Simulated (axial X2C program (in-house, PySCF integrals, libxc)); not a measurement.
# A two-component session on InH: properties at the nuclei

Aim: properties at the nuclei of InH, with spin–orbit coupling in the Hamiltonian from the start.

Computed with an in-house X2C program for linear molecules on PySCF integrals. Level: two-component X2C with atomic mean-field terms, In dyall-cv3z, H dyall-v3z.

All values are calculated.

## Step 1: Set-up

The input, task.json:

```json
{
 "zs": [
  49,
  1
 ],
 "q": 0,
 "bas": [
  "dyall-cv3z",
  "dyall-v3z"
 ],
 "r0": 1.74,
 "levels": [
  "PBE0",
  "HF",
  "TPSSh",
  "r2SCAN",
  "BP86"
 ],
 "nst": 3
}
```

Keys: zs atomic numbers; q charge; bas basis sets; r0 starting distance in Å; levels methods (HF also brings MP2); nst determinants followed.

Command:

```bash
> python soeom.py task.json out
```

Further steps of the session: Expectation values, lowest determinant; Expectation values, a higher determinant; Expectation values, a higher determinant.

What does the calculation give? Wanted: lowest determinant; qzz In; qzz H; μ; higher determinant; Eeff magnitude; Ws magnitude In; A∥/gI In (for each run or level that gives them).

The runs gave:

| quantity | value |
| --- | --- |
| lowest determinant | Ω = 0 (closed shell) |
| qzz In (a.u.), PBE0 | -6.84 |
| qzz H (a.u.), PBE0 | 0.06 |
| μ (D), PBE0 | -0.79 |
| higher determinant | Ω = 2 (excess of +ω over −ω: ω = 1/2, ω = 3/2) |
| Eeff magnitude (GV/cm), PBE0, higher determinant | 15.2 |
| Ws magnitude In (kHz), PBE0, higher determinant | 4.4 |
| A∥/gI In (MHz), PBE0, higher determinant | 1140 |
| qzz In (a.u.), PBE0, higher determinant | -0.78 |
| higher determinant | Ω = 1 (excess of +ω over −ω: 2 × ω = 1/2) |
| Eeff magnitude (GV/cm), PBE0, higher determinant | 14.2 |
| Ws magnitude In (kHz), PBE0, higher determinant | 8.2 |
| A∥/gI In (MHz), PBE0, higher determinant | 2380 |
| qzz In (a.u.), PBE0, higher determinant | -0.18 |

The expectation values come from single determinants, which for open shells can mix terms of unlike spin or miss the lowest Ω, so a determinant need not be a state. Eeff is the effective electric field on the electron dipole moment in this Ω state and Ws the scalar–pseudoscalar constant (defined with the proton number Z and per Ω); A∥ is the parallel hyperfine constant, which follows by multiplying with the nuclear g factor gI = μI/(I μN); qzz is the electric field gradient, eQq0 = 234.96 MHz × Q/barn × qzz; μ is positive if H is the positive end. The operators were transformed with the bare-nucleus X2C matrices.
